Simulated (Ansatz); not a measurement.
This script for the Python package of Ansatz (0.2.0) starts 4 runs on Mg, space group Im-3m. What input does the engine get in each?

`field.py`:
```python
"""A slab of Mg in an electric field."""

import ansatz as az
from ase import Atoms
from ase.build import surface
import numpy as np
from tabulate import tabulate

atoms = Atoms(
    ["Mg"],
    scaled_positions=[
        (0.0, 0.0, 0.0),
    ],
    cell=[
        (-1.4765, 1.4765, 1.4765),
        (1.4765, -1.4765, 1.4765),
        (1.4765, 1.4765, -1.4765),
    ],
    pbc=True,
)
# the plane is named in the basis of this cell
rows = []
for value in [0.0, 0.1, 0.2, 0.3]:
    slab = surface(atoms, (1, 0, 1), 6, vacuum=8.0)
    slab.pbc = True
    calc = (
        az.Crystal.from_ase(slab).calculation()
        .basis(550)
        .occupations("fermi_dirac", width=0.05)
        .functional("LDA")
        .kpoints(4, 7, 1)
        .electric_field(axis=3, dipole_correction=True, amplitude=value)
    )
    data = calc.run().report
    face = data["work_function"]
    rows.append((value, len(slab), data["free_energy_ev"], face["dipole_moment_e_ang"], face.get("phi_plus_ev"), face.get("phi_minus_ev")))

print(tabulate(rows, headers=["field (V/A)", "atoms", "F (eV)", "dipole (e A)", "phi upper (eV)", "phi lower (eV)"], floatfmt=".4f", missingval="-"))
print(f"induced dipole per field: {np.polyfit([row[0] for row in rows], [row[3] for row in rows], 1)[0]:.3f} e A^2/V")
```

Run 1:
```yaml
crystal:
  lattice:
    - [4.176172649687749, 0.0, 0.0]
    - [3.962013739425911e-17, 2.5573730173754474, 0.0]
    - [0.0, 0.0, 22.027786008698936]
  atoms:
    - { symbol: Mg, position: [0.0, 0.0, 0.3631776700954304] }
    - { symbol: Mg, position: [0.5, 0.6666666666666667, 0.4179066020572583] }
    - { symbol: Mg, position: [8.005193311250899e-35, 0.33333333333333337, 0.4726355340190861] }
    - { symbol: Mg, position: [0.5000000000000002, 1.1102230246251565e-16, 0.527364465980914] }
    - { symbol: Mg, position: [1.6010386622501798e-34, 0.6666666666666667, 0.5820933979427417] }
    - { symbol: Mg, position: [0.5, 0.3333333333333335, 0.6368223299045696] }
basis:
  ecutwfc: 550.0
kpoints:
  mp_grid:
    grid: [4, 7, 1]
hamiltonian:
  xc: lda
efield:
  axis: 3
  amplitude: 0.0
  dipole_correction: true
scf:
  occupations:
    method: fermi_dirac
    width: 0.05
```

Run 2, against run 1:
```diff
-  amplitude: 0.0
+  amplitude: 0.1
```

Run 3, against run 1:
```diff
-  amplitude: 0.0
+  amplitude: 0.2
```

Run 4, against run 1:
```diff
-  amplitude: 0.0
+  amplitude: 0.3
```

```console
$ python field.py
  field (V/A)    atoms       F (eV)    dipole (e A)    phi upper (eV)    phi lower (eV)
-------------  -------  -----------  --------------  ----------------  ----------------
       0.0000        6  -11403.3417          0.0000            3.9159            3.9167
       0.1000        6  -11403.3445          0.0568            -                 -
       0.2000        6  -11403.3530          0.1136            -                 -
       0.3000        6  -11403.3672          0.1706            -                 -
induced dipole per field: 0.569 e A^2/V
```

Caveats:
- Total energies depend on the potentials; only differences at equal settings carry meaning. A total without «per atom» is that of the cell as typed.
- The mesh is modest for a metal, so energies can be off by several to tens of meV an atom and pressures by half a GPa or more; differences at equal mesh fare better.
- This isn't the structure that Mg takes at ambient conditions.
- The slabs are thin, unrelaxed cuts of the structure as given, on a modest mesh, so the surface energy isn't converged; Miller indices refer to the cell as typed, and unlike faces give only a mean.
- Hardware and time: 54 s on 1 thread of Arm Neoverse V1, on a shared host, peak memory 0.54 GiB.

(Lines on the test bed's own set-up are left out of the output.)
